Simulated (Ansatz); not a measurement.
# EuTe2 (Fm-3m, relaxed from a CdCl2 start): other levels of theory at one geometry

Aim: keep the cell of EuTe2 (Fm-3m, relaxed from a CdCl2 start) fixed and change the level of theory, to see how the gap, the moments and the pressure move. The cell was built by placing the elements on the sites of a structure type; the runs don't test whether it is the stable form.

Method: DFT at several levels, plane waves, PAW, in Ansatz 0.2.0.

## 1. The starting structure

The structure is trigonal, space group R-3m (No. 166). The conventional cell has a = 5.344 Å, b = 5.344 Å, c = 13.118 Å, α = 90.00°, β = 90.00°, γ = 120.00°. Eu (site symmetry -3m) is surrounded by 8 Te at 3.27 to 3.28 Å. Around Te (site symmetry 3m) lie 4 Eu at 3.27 to 3.28 Å.

Coordinates:

```cif
data_structure
_symmetry_space_group_name_H-M 'P 1'
_symmetry_Int_Tables_number 1
_cell_length_a 9.2739
_cell_length_b 9.2739
_cell_length_c 10.7037
_cell_angle_alpha 29.954
_cell_angle_beta 29.954
_cell_angle_gamma 33.494
_cell_volume 216.33
loop_
_atom_site_label
_atom_site_type_symbol
_atom_site_fract_x
_atom_site_fract_y
_atom_site_fract_z
_atom_site_occupancy
Eu1 Eu 0.00000 0.00000 0.00000 1
Te1 Te 0.24983 0.24983 0.87509 1
Te2 Te 0.75017 0.75017 0.62491 1
Eu2 Eu 0.00000 0.00000 0.50000 1
Te3 Te 0.24983 0.24983 0.37509 1
Te4 Te 0.75017 0.75017 0.12491 1
```

This cell comes from an earlier session at PBE: 36.056 Å³/atom at 0.00 GPa, on a 8×8×4 mesh, metallic, spin moments in the atoms' spheres Eu 6.64, -6.64; Te 0.08, -0.08 μB. The large moments point both ways and cancel.

Levels to run: PBEsol. Hardware: 2 threads of Arm Neoverse V2, shared host.

## 2. PBEsol

input.yaml reads:

```yaml
crystal:
  lattice:
    - [2.6722262861, -1.5428105657, 8.7455588104]
    - [-2.6722262861, -1.5428105657, 8.7455588104]
    - [0.0, -6.1712422625, 8.7455588104]
  atoms:
    - { symbol: Eu, position: [0.0, 0.0, 0.0], spin: 7.31 }
    - { symbol: Te, position: [0.2498291478, 0.2498291478, 0.8750854261] }
    - { symbol: Te, position: [0.7501708522, 0.7501708522, 0.6249145739] }
    - { symbol: Eu, position: [0.0, 0.0, 0.5], spin: -7.31 }
    - { symbol: Te, position: [0.2498291478, 0.2498291478, 0.3750854261] }
    - { symbol: Te, position: [0.7501708522, 0.7501708522, 0.1249145739] }
basis:
  ecutwfc: 420
  ecutrho_ratio: 4
kpoints:
  mp_grid: { grid: [8, 8, 4] }
hamiltonian:
  xc: pbesol
scf:
  occupations: { method: gaussian, width: 0.05 }
  lower_state_search: "off"
output:
  forces: true
  stress: true
  eigenvalues: true
  populations: true
  hubbard: { sites: [{ species: Eu, l: f }] }
magnetization:
  spin_polarized: true
checkpoint:
  read: start.run
  write: ck
  compress: false
  write_wavefunctions: false
  write_every: 100000
```

start.run holds the state of a PBE run on this cell.

On the command line:

```console
$ ansatz run input.yaml --threads 2 --pin off --max-ram 2662MiB --backend cpu --events-out ev --progress --plain --runs-dir out
```

What does the calculation give? Wanted: for each run, pressure; largest spin moment.

**Answer**, as computed:

| level | mesh | gap on the mesh (eV) | pressure (GPa) | largest spin moment (μB) | time |
| --- | --- | --- | --- | --- | --- |
| PBE | 8×8×4 | metal | 0.0 | 6.64 | 2.8 min* |
| PBEsol | 8×8×4 | metal | -2.2 | 6.64 | 36 s |

Times are on 2 threads of Arm Neoverse V2, shared host; some runs start from a saved state, which makes them quicker. * Includes bands or densities of states.

The pressure runs from -2.2 GPa (PBEsol) to 0.0 GPa (PBE); a negative pressure means that level wants a smaller cell, a positive one a larger cell. Every level gives a metal. The runs with PBEsol read the same PAW datasets as PBE, not ones made for them. No level here includes spin–orbit coupling. Total energies of different levels have different zeros and can't be compared.
